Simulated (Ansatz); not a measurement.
Write the native input for Ansatz 0.2.0 that does the following.

```
Task                : relaxation of cell and atoms
Functional          : PBE
Potentials or basis : Ansatz PAW
Cutoff              : 420 eV (not typed: the program's choice for these potentials)
k mesh              : 8 × 8 × 4
Occupations         : fermi-dirac, width 0.05 eV
Spin                : no spin polarisation
```

Crystal: Ta4O.

```
Ta O
1.0
     3.25750    0.00000    0.00000
     0.00000    3.25750    0.00000
     0.00000    0.00000    7.40934
Ta O
4 1
Direct
  0.00000 0.00000 0.00000
  0.50000 0.50000 0.21684
  0.50000 0.50000 0.78316
  0.00000 0.00000 0.50000
  0.50000 0.50000 0.50000
```

The cell comes from a database or a generator and needn't be the stable form of this composition.

The input as run:

input.yaml

```yaml
crystal:
  lattice:
    - [3.257497, 0.0, 0.0]
    - [0.0, 3.257497, 0.0]
    - [0.0, 0.0, 7.409341]
  atoms:
    - { symbol: Ta, position: [0.0, 0.0, 0.0] }
    - { symbol: Ta, position: [0.5, 0.5, 0.216842] }
    - { symbol: Ta, position: [0.5, 0.5, 0.783158] }
    - { symbol: Ta, position: [0.0, 0.0, 0.5] }
    - { symbol: O, position: [0.5, 0.5, 0.5] }
hamiltonian:
  xc: pbe
  pseudopotentials: { kind: paw }
kpoints:
  mp_grid: { grid: [8, 8, 4] }
scf:
  occupations: { method: fermi_dirac, width: 0.05 }
output:
  forces: true
  stress: true
  eigenvalues: true
relax:
  f_tol: 0.01
  max_steps: 40
  cell: { stress_tol: 0.05 }
```

Potentials or basis: Ansatz PAW.

The run is started by

```sh
$ ansatz run input.yaml --threads 2 --pin off --max-ram 5632MiB --backend cpu --events-out ev --progress --plain --runs-dir out
```

It gave:

```yaml
Relaxed_volume: 15.67 Å³/atom
Relaxed_cell: a = 3.256 Å, b = 3.256 Å, c = 7.393 Å, α = 90.00°, β = 90.00°, γ = 90.00°
Space_group_after_relaxing_to_0.05_Å: P4/mmm (No. 123)
Energy_gained_by_relaxing: 0.2 meV/atom
Ionic_steps: 4
Pressure_after_relaxing: 0.0 GPa
Largest_force_after_relaxing: 0.007 eV/Å
Band_gap_on_the_k_mesh: none (metal or under the smearing width)
```

Caveat: the plane-wave basis is chosen anew once the cell has moved, so the energies of steps on either side of that aren't comparable.

Wall time 15 s on 2 threads of Arm Neoverse V2, on a shared host, peak memory 0.4 GiB.
